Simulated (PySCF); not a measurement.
# C8H18O: the cost of one run

The runs use PySCF 2.14.0, with density-fitted response routines of our own; the level of theory stands in each step. All values are computed, except where a source is named. Atoms are numbered from 0 throughout.

### 1 The molecule as given

27 atoms, charge 0, multiplicity 1; geometry from: GFN2-xTB.

Bonds of the start (Å): C0–C1 1.52, C1–C2 1.53, C2–C3 1.53, C3–C4 1.53, C4–C5 1.53, C5–C6 1.53, C6–C7 1.53, C7–O8 1.41, C0–H9 1.09, C0–H10 1.09, C0–H11 1.09, C1–H12 1.09, C1–H13 1.09, C2–H14 1.09, C2–H15 1.09, C3–H16 1.09, C3–H17 1.09, C4–H18 1.09, C4–H19 1.09, C5–H20 1.09, C5–H21 1.09, C6–H22 1.09, C6–H23 1.09, C7–H24 1.09, C7–H25 1.10, O8–H26 0.96.

### 2 Geometry optimisation at PBE0-D3(BJ)/def2-SVP

What the job is given:

```
{"job": {"xc": "PBE0", "basis": "def2-SVP", "d3": "d3bj", "grid": 1, "kind": "geom"}, "charge": 0, "multiplicity": 1}
C      4.579086    -0.452991     0.264269
C      3.268622     0.230367     0.635360
C      2.076079    -0.415470    -0.066053
C      0.755271     0.258666     0.296925
C     -0.431922    -0.391871    -0.409105
C     -1.755412     0.258416    -0.017586
C     -2.946777    -0.392148    -0.716711
C     -4.261837     0.302351    -0.358887
O     -4.296872     1.654465    -0.748612
H      4.748548    -0.393622    -0.808731
H      4.554977    -1.503179     0.547463
H      5.416945     0.020078     0.771093
H      3.319158     1.287006     0.361878
H      3.123513     0.175165     1.716685
H      2.224271    -0.362246    -1.147440
H      2.028133    -1.472543     0.207353
H      0.801648     1.316294     0.026110
H      0.606335     0.201876     1.377786
H     -0.463799    -1.455011    -0.157412
H     -0.294179    -0.314927    -1.490458
H     -1.891631     0.180650     1.063068
H     -1.731005     1.320506    -0.269925
H     -3.019205    -1.443186    -0.430467
H     -2.800854    -0.350591    -1.800647
H     -4.399199     0.310448     0.724831
H     -5.102629    -0.246280    -0.810251
H     -4.127159     1.704204    -1.696178
```

Command:

```
> OMP_NUM_THREADS=1 python probes_run.py task.json out
```

One launch serves the whole session: the jobs run in the order shown.

**Question.** How long does this first job take on 1 thread of Arm Neoverse V1, shared host, and how much memory does it need?

About 1.7 min, with a peak of 0.87 GiB.
